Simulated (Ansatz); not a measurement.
# C2H6BO: the cost of one run

Program: Ansatz 0.2.0. Level of theory: RKS PBE-D4/def2-SVP. These are calculated values, not measurements.

## Step 1: The system as given

Bond lengths: C1–O2 1.225 Å, O2–B3 1.292 Å, B3–C4 1.578 Å, C1–H5 1.092 Å, C1–H6 1.092 Å, B3–H7 1.172 Å, C4–H8 1.086 Å, C4–H9 1.088 Å, C4–H10 1.089 Å. Angles: C1–O2–B3 178.4°, O2–C1–H5 120.7°, O2–C1–H6 120.7°, H5–C1–H6 118.5°, O2–B3–C4 120.9°, O2–B3–H7 118.3°, C4–B3–H7 120.8°, B3–C4–H8 113.7°, B3–C4–H9 110.1°, B3–C4–H10 109.4°, H8–C4–H9 108.9°, H8–C4–H10 108.6°, H9–C4–H10 105.8°.

Coordinates:

```xyz
10

C    -1.1204    1.6585    0.3607
O    -0.1876    0.8817    0.1996
B     0.7729    0.0355    0.0258
C     0.4699   -1.4730   -0.3249
H    -1.5299    2.2212   -0.4810
H    -1.5555    1.8100    1.3509
H     1.8763    0.4183    0.1268
H    -0.5880   -1.7167   -0.3227
H     0.9848   -2.1305    0.3729
H     0.8775   -1.7051   -1.3081
```

## Step 2: Relaxing end A

Input file input.yaml:

```yaml
crystal:
  periodic: [false, false, false]
  atoms:
    - { symbol: C, position_ang: [-1.12039, 1.65853, 0.36068] }
    - { symbol: O, position_ang: [-0.18758, 0.88169, 0.19965] }
    - { symbol: B, position_ang: [0.77294, 0.03546, 0.02581] }
    - { symbol: C, position_ang: [0.46986, -1.473, -0.32489] }
    - { symbol: H, position_ang: [-1.52989, 2.22122, -0.48104] }
    - { symbol: H, position_ang: [-1.55548, 1.81005, 1.3509] }
    - { symbol: H, position_ang: [1.87629, 0.41833, 0.12675] }
    - { symbol: H, position_ang: [-0.58803, -1.71671, -0.32268] }
    - { symbol: H, position_ang: [0.98476, -2.13051, 0.37293] }
    - { symbol: H, position_ang: [0.87751, -1.70506, -1.30811] }
total_charge: 1
basis:
  gaussian: { orbitals: def2-SVP }
hamiltonian:
  xc: pbe
  dispersion: d4
relax:
  f_tol: 0.015
  max_steps: 40
```

Command:

```console
> ansatz run input.yaml --threads 1 --pin off --max-ram 2048MiB --backend cpu --events-out ev --progress --plain --runs-dir out
```

What time and memory should one allow on 1 thread of Arm Neoverse V2, shared host?

About 19 s, with a peak of 0.12 GiB.
